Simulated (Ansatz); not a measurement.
# quartet GaClF: levels of theory compared

We compute a comparison of 6 runs (UHF/3-21G, U-revPBE/cc-pVTZ, UBHLYP/cc-pVTZ, UCAM-B3LYP/cc-pVTZ, UPBE/cc-pVTZ, UPBE0/cc-pVTZ) of quartet GaClF. 

The results are computed with Ansatz 0.2.0.

27 further runs of the same task are left out: 27 set aside as unsound or not needed.

## (1) Starting point

GaClF has 3 atoms, charge 0, and is taken as a quartet. SMILES of the parent species: `[F][Ga][Cl]`. Geometry: relaxed at PBE0-D4/def2-TZVP. That shape belongs to the parent species and isn't relaxed for this state.

Bond lengths: F1–Ga2 1.758 Å, Ga2–Cl3 2.157 Å. Angles: F1–Ga2–Cl3 117.7°.

## (2) The energy at UHF/3-21G (run 1)

Input file run.yaml:

```yaml
basis:
  gaussian: {orbitals: 3-21G-spherical.json}
crystal:
  periodic: [false, false, false]
  atoms:
    - {symbol: F, position_ang: [-1.421100, 0.295900, -0.754800]}
    - {symbol: Ga, position_ang: [0.066400, 0.649600, 0.112200]}
    - {symbol: Cl, position_ang: [1.343900, -1.010300, 0.629300]}
magnetization: {spin_polarized: true, initial_magnetization: 3}
hamiltonian: {xc: hf}
accuracy: high
output: {orbitals: {seedname: orbitals}}
```

The basis set 3-21G is read from a file made from the Basis Set Exchange's data (not shown).

The run is started by

```sh
$ ansatz run run.yaml --threads 1 --pin off --max-ram 3480MiB --events-out events.jsonl --progress --plain --runs-dir runs
```

What it wrote:

```text
Warning: RAYON_NUM_THREADS=1 ignored (pool sized by the plan → 1); use --threads N
Functional definition: HF
  name "HF"
  exchange = exact_x
  correlation = 0
743 factors; integrals over basis functions are off by at most 4.4e-9 eV
mean field evaluation 1: about -67206.7268 eV, gradient 2.2e1 eV
mean field evaluation 2: about -67206.7510 eV, gradient 2.2e1 eV
mean field evaluation 4: about -67209.6080 eV, gradient 2.7e0 eV
mean field evaluation 8: about -67209.7761 eV, gradient 2.6e-1 eV
mean field evaluation 16: about -67209.7811 eV, gradient 3.1e-8 eV
mean field evaluation 32: about -67209.8402 eV, gradient 1.2e-4 eV
mean field evaluation 64: about -67209.8106 eV, gradient 4.8e-1 eV
mean field evaluation 96: about -67209.6920 eV, gradient 2.4e-1 eV
mean field evaluation 128: about -67207.2020 eV, gradient 1.0e0 eV
mean field evaluation 160: about -67209.5874 eV, gradient 4.3e-1 eV
mean field evaluation 192: about -67209.6325 eV, gradient 2.1e-1 eV
mean field evaluation 224: about -67209.7811 eV, gradient 9.5e-8 eV
mean field -67209.84017674 eV, -2469.9160700295 hartree, gradient 2.1e-8 eV, S^2 3.752654; 5 other end points of the search recorded, 0 dependent functions left out
reference -67209.84017674 eV, -2469.9160700295 hartree; 30, 27 occupied and 14, 17 virtual orbitals, 743 factors
Total energy: -67209.84017674 eV, -2469.9160700295 hartree
```

Run time: 3.6 s. Hardware: 1 thread of Arm Neoverse V2, shared host; peak memory 0.13 GiB.

## (3) The energy at U-revPBE/cc-pVTZ (run 2)

Input file in.yaml:

```yaml
crystal:
  periodic: [false, false, false]
  atoms:
    - {symbol: F, position_ang: [-1.421100, 0.295900, -0.754800]}
    - {symbol: Ga, position_ang: [0.066400, 0.649600, 0.112200]}
    - {symbol: Cl, position_ang: [1.343900, -1.010300, 0.629300]}
basis:
  gaussian:
    orbitals: cc-pVTZ
output: {orbitals: {seedname: orbitals}}
hamiltonian:
  xc: {name: revPBE}
magnetization:
  spin_polarized: true
  initial_magnetization: 3
accuracy: high
```

The run is started by

```sh
$ ansatz run in.yaml --threads 1 --pin off --max-ram 3480MiB --events-out events.jsonl --progress --plain --runs-dir runs
```

What it wrote (excerpt; [...] marks lines left out):

```text
Warning: RAYON_NUM_THREADS=1 ignored (pool sized by the plan → 1); use --threads N
Functional definition: revPBE
  name "revPBE"
[...]
1591 factors; integrals over basis functions are off by at most 4.3e-9 eV
[...]
mean field -67608.74856204 eV, -2484.5756827993 hartree, gradient 8.8e-9 eV, S^2 3.753669; 13 other end points of the search recorded, 0 dependent functions left out
reference -67608.74856619 eV, -2484.5756829518 hartree; 30, 27 occupied and 77, 80 virtual orbitals, 1591 factors
Total energy: -67608.74856619 eV, -2484.5756829518 hartree
```

It took 64 s on 1 thread of Arm Neoverse V2, shared host; peak memory 0.3 GiB.

Runs 3 to 4 aren't shown in full; the table further down has their settings and results.

## (4) The energy at UPBE/cc-pVTZ (run 5)

Input file job.yaml:

```yaml
basis:
  gaussian:
    orbitals: cc-pVTZ
crystal:
  periodic: [false, false, false]
  atoms:
    - symbol: F
      position_ang: [-1.421100, 0.295900, -0.754800]
    - symbol: Ga
      position_ang: [0.066400, 0.649600, 0.112200]
    - symbol: Cl
      position_ang: [1.343900, -1.010300, 0.629300]
magnetization:
  spin_polarized: true
  initial_magnetization: 3
hamiltonian:
  xc: {name: PBE}
accuracy: high
output: {orbitals: {seedname: orbitals}}
```

The run is started by

```sh
$ ansatz run job.yaml --threads 1 --pin off --max-ram 3480MiB --events-out events.jsonl --progress --plain --runs-dir runs
```

What it wrote (excerpt; [...] marks lines left out):

```text
Warning: RAYON_NUM_THREADS=1 ignored (pool sized by the plan → 1); use --threads N
Functional definition: PBE
  name "PBE"
[...]
1591 factors; integrals over basis functions are off by at most 4.3e-9 eV
[...]
mean field -67600.18654759 eV, -2484.2610345716 hartree, gradient 3.9e-9 eV, S^2 3.753213; 13 other end points of the search recorded, 0 dependent functions left out
reference -67600.18655092 eV, -2484.2610346941 hartree; 30, 27 occupied and 77, 80 virtual orbitals, 1591 factors
Total energy: -67600.18655092 eV, -2484.2610346941 hartree
```

Run time: 63 s. Hardware: 1 thread of Arm Neoverse V2, shared host; peak memory 0.3 GiB.

## (5) The energy at UPBE0/cc-pVTZ (run 6)

Input file in.yaml:

```yaml
crystal:
  periodic: [false, false, false]
  atoms:
    - {symbol: F, position_ang: [-1.421100, 0.295900, -0.754800]}
    - {symbol: Ga, position_ang: [0.066400, 0.649600, 0.112200]}
    - {symbol: Cl, position_ang: [1.343900, -1.010300, 0.629300]}
basis:
  gaussian: {orbitals: cc-pVTZ}
hamiltonian: {xc: {name: PBE0}}
magnetization: {spin_polarized: true, initial_magnetization: 3}
output: {orbitals: {seedname: orbitals}}
accuracy: high
```

The run is started by

```sh
$ ansatz run in.yaml --threads 1 --pin off --max-ram 3480MiB --events-out events.jsonl --progress --plain --runs-dir runs
```

What it wrote:

```text
Warning: RAYON_NUM_THREADS=1 ignored (pool sized by the plan → 1); use --threads N
Functional definition: PBE0
  name "PBE0"
  parameter a = 0.25
  parameter kappa = 0.804
  parameter beta = 0.06672455060314922
  exchange = (1 - a)*pbe_x(kappa = kappa, mu = beta*pi^2/3) + a*exact_x
  correlation = pbe_c(beta = beta)
1591 factors; integrals over basis functions are off by at most 4.3e-9 eV
mean field evaluation 1: about -67598.4538 eV, gradient 3.0e1 eV
mean field evaluation 2: about -67561.4311 eV, gradient 9.9e1 eV
mean field evaluation 4: about -67601.8160 eV, gradient 4.1e0 eV
mean field evaluation 8: about -67601.9363 eV, gradient 2.3e-1 eV
mean field evaluation 16: about -67601.9378 eV, gradient 6.6e-3 eV
mean field evaluation 32: about -67601.9378 eV, gradient 7.5e-7 eV
mean field evaluation 64: about -67602.0033 eV, gradient 1.4e-8 eV
mean field -67602.00333962 eV, -2484.3278004476 hartree, gradient 8.7e-9 eV, S^2 3.755768; 5 other end points of the search recorded, 0 dependent functions left out
reference -67602.00334214 eV, -2484.3278005400 hartree; 30, 27 occupied and 77, 80 virtual orbitals, 1591 factors
Total energy: -67602.00334214 eV, -2484.3278005400 hartree
```

It took 56 s on 1 thread of Arm Neoverse V2, shared host; peak memory 0.48 GiB.

## (6) The series

```
run               level   energy (Eh)  HOMO energy (eV)   ⟨S²⟩  wall time
  1           UHF/3-21G  -2469.916070             -5.62  3.753      3.6 s
  2    U-revPBE/cc-pVTZ  -2484.575683             -2.78  3.754       64 s
  3      UBHLYP/cc-pVTZ  -2484.767141             -4.37  3.757       60 s
  4  UCAM-B3LYP/cc-pVTZ  -2484.933192             -4.71  3.755       71 s
  5        UPBE/cc-pVTZ  -2484.261035             -2.80  3.753       63 s
  6       UPBE0/cc-pVTZ  -2484.327801             -3.70  3.756       56 s
```

## (7) What came out

| quantity | value |
| --- | --- |
| run 6: total energy | -2484.32780 Eh |
| run 6: HOMO energy (highest over α and β) | -3.70 eV |
| run 6: ⟨S²⟩ | 3.756 |

In words: Totals of different functionals can't be ranked against each other. All runs together took 5.3 min, the longest 71 s.
